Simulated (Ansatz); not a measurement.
# SiH4Se3: a ladder of functionals and wavefunction methods

How much do the methods differ for SiH4Se3? The plan is to run it at one geometry with functionals of several rungs and with coupled cluster. The yardstick is the atomisation energy at the CCSD(T) limit.

Program: Ansatz 0.2.0, Gaussian basis. Level of theory: functionals in def2-TZVPP, the program's frozen cores in correlated methods. These are calculated values, not measurements.

Levels to be run: PBE-D4, r2SCAN-D4, PBE0-D4, B3LYP-D4, ωB97X-V, ωB97M-V, B2PLYP; CCSD(T)/def2-TZVPP; MP2/def2-QZVPP; extrapolation to the limit.

### Step 1. The relaxed structure

All runs share one geometry, relaxed beforehand with PBE0-D4 in a triple-zeta def2 set.

8 atoms, charge 0, spin multiplicity 1.

Atoms are counted from 1 here; the program's logs count them from 0.

Bond lengths: Se1–Si2 2.270 Å, Se1–H5 1.469 Å, Si2–Se3 2.273 Å, Si2–Se4 2.272 Å, Si2–H6 1.482 Å, Se3–H7 1.471 Å, Se4–H8 1.471 Å. Angles: Si2–Se1–H5 92.5°, Se1–Si2–Se3 115.4°, Se1–Si2–Se4 107.9°, Se1–Si2–H6 103.9°, Se3–Si2–Se4 106.2°, Se3–Si2–H6 110.6°, Se4–Si2–H6 113.0°, Si2–Se3–H7 92.8°, Si2–Se4–H8 93.2°.

### Step 2. PBE-D4 (GGA)

The input, in.yaml:

```yaml
crystal:
  periodic: [false, false, false]
  atoms:
    - {symbol: Se, position_ang: [-1.184172, 0.894600, 1.784723]}
    - {symbol: Si, position_ang: [-0.359753, -0.249737, 0.005431]}
    - {symbol: Se, position_ang: [1.889547, -0.575720, 0.015458]}
    - {symbol: Se, position_ang: [-0.819106, 0.949118, -1.868803]}
    - {symbol: H, position_ang: [-0.230615, 1.996854, 1.599476]}
    - {symbol: H, position_ang: [-1.075780, -1.546811, 0.054593]}
    - {symbol: H, position_ang: [1.820140, -1.517726, 1.143365]}
    - {symbol: H, position_ang: [-0.040252, 0.049422, -2.734254]}
basis:
  gaussian: {orbitals: def2-TZVPP}
hamiltonian: {xc: pbe, dispersion: d4}
output: {forces: true, orbitals: {seedname: orbitals}}
```

The run is started by

```sh
$ ansatz run in.yaml --threads 2 --pin off --events-out ev --progress --plain --max-ram 32768MiB --backend cpu
```

The runs that follow: r2SCAN-D4 (meta-GGA); PBE0-D4 (hybrid); B3LYP-D4 (hybrid); ωB97X-V (range-separated); ωB97M-V (range-separated); B2PLYP (double hybrid); CCSD(T) in def2-TZVPP; MP2 in def2-QZVPP.

Q: Predict the results of all the runs planned. Wanted: atomisation energy, CCSD(T)/CBS; farthest; mean size of error, hybrid; mean size of error, range-separated; gap, smallest and largest; T1 diagnostic; triples share of the correlation energy.

**Answer**, as computed:

```
                               quantity                                 value
        atomisation energy, CCSD(T)/CBS                         2205.7 kJ/mol
 functionals within 22.1 kJ/mol (1.0 %)            PBE-D4, r2SCAN-D4, ωB97X-V
                               farthest                 B2PLYP (-82.0 kJ/mol)
             mean size of error, hybrid                           39.4 kJ/mol
    mean size of error, range-separated                           28.2 kJ/mol
              gap, smallest and largest  4.31 eV (PBE-D4), 10.56 eV (ωB97X-V)
                          T1 diagnostic                                0.0093
triples share of the correlation energy                                 3.8 %
```

PBE-D4 misses by -4.8 kJ/mol. Double hybrids carry the basis error of their MP2 part in triple zeta, and no dispersion term here, so their miss is partly the set-up's. The reference freezes the cores and leaves out relativity and excitations past (T), and its outer-core shells are covered unevenly, so misses under about 22.1 kJ/mol can't be ranked. All levels share the lack of spin-orbit coupling, which lowers the free heavy atoms and so the true binding. Hartree-Fock recovers 67 % of the binding; the rest is correlation. Orbital gaps span 4.3 to 10.6 eV; exact exchange widens them. Correlated methods include outer-core shells of Se, which these sets cover unevenly.
